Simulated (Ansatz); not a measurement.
# Ge3SbSe: the cost of one run

Method: DFT PBE, scalar-relativistic, plane waves, PAW, in Ansatz 0.2.0.

## Step 1: Starting point

Symmetry: P-6m2, No. 187, hexagonal system. The conventional cell has a = 5.949 Å, b = 5.949 Å, c = 4.038 Å, α = 90.00°, β = 90.00°, γ = 120.00°. Ge (site symmetry -6m2) has 2 Sb at 2.02 Å as nearest neighbours. Ge (site symmetry -6m2) has 2 Ge at 2.02 Å as nearest neighbours. Sb (site symmetry -6m2) is surrounded by 2 Ge at 2.02 Å. Se (site symmetry -6m2) is surrounded by 3 Ge at 3.43 Å and 3 Sb at 3.43 Å.

As a file:

```cif
data_structure
_symmetry_space_group_name_H-M 'P-6m2'
_symmetry_Int_Tables_number 187
_cell_length_a 5.9486
_cell_length_b 5.9486
_cell_length_c 4.0379
_cell_angle_alpha 90.000
_cell_angle_beta 90.000
_cell_angle_gamma 120.000
_cell_volume 123.74
loop_
_atom_site_label
_atom_site_type_symbol
_atom_site_symmetry_multiplicity
_atom_site_Wyckoff_symbol
_atom_site_fract_x
_atom_site_fract_y
_atom_site_fract_z
_atom_site_occupancy
Ge1 Ge 1 a 0.00000 0.00000 0.00000 1
Ge2 Ge 1 d 0.33333 0.66667 0.50000 1
Ge3 Ge 1 c 0.33333 0.66667 0.00000 1
Sb1 Sb 1 b 0.00000 0.00000 0.50000 1
Se1 Se 1 f 0.66667 0.33333 0.50000 1
```

The cell is invented: random cell by space group and Wyckoff sites (P-6m2, No. 187). Its size is a rough estimate.

## Step 2: Probe: one point on a coarse mesh

Contents of input.yaml:

```yaml
crystal:
  lattice:
    - [5.94858559, 0.0, 0.0]
    - [-2.9742928, 5.15162624, 0.0]
    - [0.0, 0.0, 4.0379074]
  atoms:
    - { symbol: Ge, position: [0.0, 0.0, 0.0] }
    - { symbol: Ge, position: [0.33333333, 0.66666667, 0.5] }
    - { symbol: Ge, position: [0.33333333, 0.66666667, 0.0] }
    - { symbol: Sb, position: [0.0, 0.0, 0.5] }
    - { symbol: Se, position: [0.66666667, 0.33333333, 0.5] }
basis:
  ecutwfc: 420
kpoints:
  mp_grid: { grid: [3, 3, 4] }
hamiltonian:
  xc: pbe
scf:
  occupations: { method: gaussian, width: 0.1 }
  lower_state_search: "off"
output:
  forces: true
  stress: true
  eigenvalues: true
```

Started as:

```sh
ansatz run input.yaml --threads 1 --pin off --max-ram 2560MiB --backend cpu --events-out ev --progress --plain --runs-dir out
```

What time and memory should one allow on 1 thread of Arm Neoverse V2, shared host?

About 4.7 s, with a peak of 0.35 GiB.
